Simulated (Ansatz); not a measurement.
# Zr in Ansatz: reference runs

Reference runs on Zr: the cell as given.

All numbers are computed with Ansatz 0.2.0; they aren't measurements. Logs are shortened: lines on timing, memory, paths and dates and some standing lists are left out, and cuts for length are marked.

## Step 1: The cell of the first run

The cell holds a slab with vacuum, 6 atoms: a = 3.232 Å, b = 3.232 Å, c = 27.867 Å, α = 90.00°, β = 90.00°, γ = 120.00°.

## Step 2: Single point, PBE (the (0 0 1) slab of Zr, cut from the database cell, not relaxed)

File input.yaml:

```yaml
crystal:
  lattice:
    - [3.2319982225, 0.0, 0.0]
    - [-1.6159991113, 2.7989925656, 0.0]
    - [0.0, 0.0, 27.8675]
  atoms:
    - { symbol: Zr, position: [0.6666666667, 0.3333333334, 0.2691307078] }
    - { symbol: Zr, position: [0.3333333333, 0.6666666666, 0.3614784247] }
    - { symbol: Zr, position: [0.6666666667, 0.3333333334, 0.4538261416] }
    - { symbol: Zr, position: [0.3333333333, 0.6666666666, 0.5461738584] }
    - { symbol: Zr, position: [0.6666666667, 0.3333333334, 0.6385215753] }
    - { symbol: Zr, position: [0.3333333333, 0.6666666666, 0.7308692922] }
hamiltonian:
  xc: pbe
  pseudopotentials: { kind: paw }
kpoints:
  mp_grid: { grid: [9, 9, 1] }
scf:
  occupations: { method: fermi_dirac, width: 0.05 }
output:
  forces: true
  eigenvalues: true
efield:
  axis: 3
  dipole_correction: true
  ramp_width: 0.04
```

Potentials or basis: Ansatz PAW.

On the command line:

```console
$ ansatz run input.yaml --threads 4 --pin off --max-ram 11264MiB --backend cpu --events-out ev --progress --plain --runs-dir out
```

What it wrote:

```text
Warning: RAYON_NUM_THREADS=4 ignored (pool sized by the plan → 4); use --threads N
Engine: ansatz 0.2.0, aarch64-unknown-linux-gnu
Pseudopotentials: kind: paw
Pseudopotential: Zr, paw, valence charge 12, recommended cutoff 420 eV (normal), Zr.paw.azcp
Functional definition: PBE
  parameter kappa = 0.804
  parameter beta = 0.06672455060314922
  exchange = pbe_x(kappa = kappa, mu = beta*pi^2/3)
  correlation = pbe_c(beta = beta)
Crystal: 6 atoms, lattice volume = 252.099 Å³
Basis set: ecut = 420 eV, 5025 PW (Γ), exchange–correlation on 48×48×384 points (8 copies of the dense FFT grid, shifted against one another)
Bands: 44, of which v1, the nominal top of the filled ones, is band 36 counted from 1 (35 counted from 0)
Symmetry: 6 space group operations
k-points: 12 of 81 (time reversal used)
Non-local potential: Zr, projectors of the file, l = 0: 3, l = 1: 2, l = 2: 2, l = 3: 2
PAW form: soft (Blöchl's): semilocal exchange-correlation on the pseudo side does not see the compensation charge
PAW one-centre angular grid: Zr, 590 points (default); XC on 64 Gauss nodes
Initial density: superposition of atomic densities (neutral atoms: chi_scale 0, normalization atom), corrected by the library's trained network
Initial wavefunctions: pseudopotential atomic-orbital guess
Functional: x = pbe(κ = 0.804, μ = 0.2195149727645171), c = pbe(β = 0.06672455060314922)
SCF iter   1: F=—  HF=-25101.171530 eV  |F-HF|=—  |Δ(HF+E_count)|=         —  Δρ=5.30e-3  dr2=2.06e0  ethr=1.77e-3  p=-0.000 e·Å  D=-2.96e-14 V/Å  ΔV_dip=0.00 eV  dr2_dipole=1.72e-6  V_vac-E_F(+/−)=4.12/4.12 eV  ⟨swp⟩=8.7  Hψ=2358  notcnv=0
efield: sawtooth ramp at fractional position 0.9800 (placed from the atoms, in the widest stretch of the axis that holds none; the zero of the levels goes with the place), width 0.0400; the density the first Hamiltonian is built on has a dipole p = -0.000 e·Å; the dipole correction subtracts the counter field D = -2.96e-14 V/Å, which shifts the + side's vacuum level by +0.00 eV against the − side's; the planar-averaged density in the ramp window peaks in size at 7.4e-5 e/Å³
preconditioner: auto → LDOS  [metal: Δε(μ)=0.026 eV  Ē_g=2.395 eV  σ=0.050 eV  W_gap=0.13  n_scr=18 (ndim 8)  ℏωp=11.5 eV  f_vac=0.384  D(μ)=10.93/eV (n_scr^D=114)  β→1.0]
SCF iter   2: F=—  HF=-25101.152407 eV  |F-HF|=—  |Δ(HF+E_count)|=   1.91e-2  Δρ=1.33e-3  dr2=4.61e-2  ethr=1.77e-3  p=0.000 e·Å  D=1.13e-5 V/Å  ΔV_dip=-0.00 eV  dr2_dipole=1.62e-6  V_vac-E_F(+/−)=4.13/4.13 eV  ⟨swp⟩=1.0  Hψ=624  notcnv=0
SCF iter   3: F=—  HF=-25101.152957 eV  |F-HF|=—  |Δ(HF+E_count)|=   5.49e-4  Δρ=4.97e-4  dr2=4.40e-3  ethr=6.40e-5  p=0.000 e·Å  D=9.82e-6 V/Å  ΔV_dip=-0.00 eV  dr2_dipole=4.10e-7  V_vac-E_F(+/−)=4.16/4.16 eV  ⟨swp⟩=1.3  Hψ=548  notcnv=0
SCF iter   4: F=—  HF=-25101.152925 eV  |F-HF|=—  |Δ(HF+E_count)|=   3.19e-5  Δρ=1.44e-4  dr2=8.81e-5  ethr=6.11e-6  p=0.000 e·Å  D=6.34e-6 V/Å  ΔV_dip=-0.00 eV  dr2_dipole=1.99e-8  V_vac-E_F(+/−)=4.17/4.17 eV  ⟨swp⟩=1.8  Hψ=636  notcnv=0
SCF iter   5: F=—  HF=-25101.152947 eV  |F-HF|=—  |Δ(HF+E_count)|=   2.20e-5  Δρ=4.92e-5  dr2=1.58e-5  ethr=1.22e-7  p=0.000 e·Å  D=3.23e-6 V/Å  ΔV_dip=-0.00 eV  dr2_dipole=6.09e-10  V_vac-E_F(+/−)=4.18/4.18 eV  ⟨swp⟩=2.6  Hψ=839  notcnv=0
SCF iter   6: F=—  HF=-25101.152952 eV  |F-HF|=—  |Δ(HF+E_count)|=   5.27e-6  Δρ=1.86e-5  dr2=5.86e-6  ethr=2.19e-8  p=0.000 e·Å  D=1.31e-6 V/Å  ΔV_dip=-0.00 eV  dr2_dipole=4.83e-10  V_vac-E_F(+/−)=4.18/4.18 eV  ⟨swp⟩=2.4  Hψ=850  notcnv=0
SCF iter   7: F=—  HF=-25101.152952 eV  |F-HF|=—  |Δ(HF+E_count)|=   2.60e-7  Δρ=5.69e-6  dr2=2.79e-7  ethr=8.14e-9  p=0.000 e·Å  D=7.75e-7 V/Å  ΔV_dip=-0.00 eV  dr2_dipole=2.26e-12  V_vac-E_F(+/−)=4.18/4.18 eV  ⟨swp⟩=1.7  Hψ=592  notcnv=0
SCF iter   8: F=-25101.152952 eV  HF=-25101.152952 eV  |F-HF|=1.58e-9  |Δ(HF+E_count)|=   7.55e-8  Δρ=1.86e-6  dr2=2.09e-8  ethr=1.39e-10  p=0.000 e·Å  D=4.11e-7 V/Å  ΔV_dip=-0.00 eV  dr2_dipole=1.30e-11  V_vac-E_F(+/−)=4.18/4.18 eV  ⟨swp⟩=9.3  Hψ=2258  notcnv=0
SCF 1 converged in 8 iterations: F = -25101.152952 eV  dr2 = 2.09e-8
SCF converged after 8 iterations
Free energy (F): -25101.152952 eV
Harris-Foulkes:  -25101.152952 eV  (|F-HF|=1.58e-9)
Internal energy: -25101.068004 eV  (E = F + TS)
E sigma→0 (E₀):  -25101.110478 eV
Entropy (-TS):   -0.084948 eV (-14.158 meV/atom)
Fermi energy:    6.011698 eV
Dipole field:    D = -0.000004 V/Å  (p = -0.000005 e·Å, saw-weighted, corrected)
Work function:   Φ+ = 4.1825 eV   Φ− = 4.1824 eV
Levels:          The Fermi level and band energies are counted from a zero that moves with the ramp; work functions are not
--- Per-component energies (eV) ---
  E_band       = -1156.698924
  E_kinetic    = 1990.323885
  E_local      = -52726.255450  (includes V_loc(G=0)·N_el)
  E_nonlocal   = 484.638744
  E_hartree    = 25358.809953
  E_xc         = -965.423951
  E_vxc        = -1139.485949  (∫ρ·V_xc dr)
  E_paw        = -17724.868821  (= ΣΔE_a)
  E_vpaw       = -483.539240  (= ΣTr[D̂ρ^β])
  E_aug_tail   = 0.000148  (compensation charges beyond the density's cutoff)
  E_efield     = 0.000000  (sawtooth field / dipole correction)
  E_vefield    = 0.000000  (∫n·V_field dr)
  E_ewald      = 18481.707489
  E_smearing   = -0.084948  (= −TS)
  E_closure    = 0.000000  (closes the sum)
  Σ components = -25101.152952   (vs F -25101.152952, Δ=0.00e0)
--- Forces (eV/Å), atoms counted from 1 ---
  atom   1  Zr    -0.00000000     0.00000000     0.45469642
  atom   2  Zr     0.00000000    -0.00000000    -0.54873809
  atom   3  Zr    -0.00000000    -0.00000000    -0.01493017
  atom   4  Zr     0.00000000     0.00000000     0.01492920
  atom   5  Zr     0.00000000     0.00000000     0.54873935
  atom   6  Zr    -0.00000000    -0.00000000    -0.45469618
  max |Σ_I F_I| component: 5.31e-7 eV/Å
--- Band table (eV; the first three rows and the last of 12) ---
  k-point 0: bands = ["-43.0297", "-43.0297", "-42.7634", "-42.7131", "-42.6622", "-42.6347", "-21.3279", "-21.2814", "-21.1101", "-20.8321", "-20.6617", "-20.6617", "-20.6617", "-20.6617", "-20.5496", "-20.4263", "-20.4263", "-20.3835", "-20.3835", "-20.3678", "-20.3387", "-20.3387", "-20.3104", "-20.3104", "0.5648", "1.0731", "1.7378", "2.4064", "2.8470", "2.9938", "5.8651", "5.9510", "6.2322", "6.4891", "6.6607", "6.7611", "6.7611", "6.7686", "6.7686", "6.8813", "6.8813", "6.9137", "6.9429", "6.9429"]
  k-point 1: bands = ["-43.0196", "-43.0196", "-42.7505", "-42.7024", "-42.6539", "-42.6283", "-21.2984", "-21.2611", "-21.0997", "-20.8510", "-20.7506", "-20.7332", "-20.6812", "-20.6811", "-20.5738", "-20.5023", "-20.4512", "-20.4419", "-20.4264", "-20.4041", "-20.3784", "-20.3568", "-20.3545", "-20.3226", "0.8999", "1.3954", "2.0502", "2.7260", "3.1760", "3.3098", "5.6940", "5.7484", "6.0286", "6.1200", "6.2896", "6.3954", "6.4263", "6.5667", "6.6517", "6.8672", "7.0010", "7.0231", "7.1393", "7.1714"]
  k-point 2: bands = ["-42.9941", "-42.9941", "-42.7166", "-42.6750", "-42.6332", "-42.6129", "-21.2258", "-21.2137", "-21.0841", "-20.9810", "-20.9505", "-20.8638", "-20.7301", "-20.7300", "-20.7215", "-20.6725", "-20.5997", "-20.5508", "-20.5113", "-20.4580", "-20.4548", "-20.3952", "-20.3941", "-20.3556", "1.7782", "2.2061", "2.7836", "3.4284", "3.8947", "3.9665", "5.0643", "5.1720", "5.4425", "5.5667", "5.6255", "5.9081", "5.9472", "6.2593", "6.5898", "6.6158", "6.9026", "7.0893", "7.3410", "7.4334"]
  k-point 11: bands = ["-42.9322", "-42.9322", "-42.6118", "-42.6118", "-42.5890", "-42.5890", "-21.1735", "-21.1735", "-21.1443", "-21.1435", "-21.1232", "-21.1232", "-20.9882", "-20.9882", "-20.9648", "-20.8713", "-20.8170", "-20.8170", "-20.7737", "-20.7062", "-20.6032", "-20.6032", "-20.4969", "-20.4969", "4.0517", "4.3725", "4.6119", "4.6119", "4.6582", "4.6582", "4.6932", "4.8806", "4.9019", "5.2365", "5.2365", "6.0040", "6.0040", "6.1181", "6.1217", "6.1429", "6.1429", "6.2816", "6.2816", "7.8168"]
```

Wall time 3.1 s (4 threads of Arm Neoverse V1, shared host); peak memory 0.57 GiB.

Results:

```yaml
Free_energy: -25101.1530 eV
Largest_force: 0.549 eV/Å
Band_gap_on_the_k_mesh: none (metal or under the smearing width)
Work_function_of_the_upper_face: 4.18 eV
Work_function_of_the_lower_face: 4.18 eV
Dipole_across_the_slab: 0.000 e·Å
```

Forces on the atoms (eV/Å):
```
Zr   0.000  0.000  0.455
Zr   0.000  0.000 -0.549
Zr   0.000  0.000 -0.015
Zr   0.000  0.000  0.015
Zr   0.000  0.000  0.549
Zr   0.000  0.000 -0.455
```
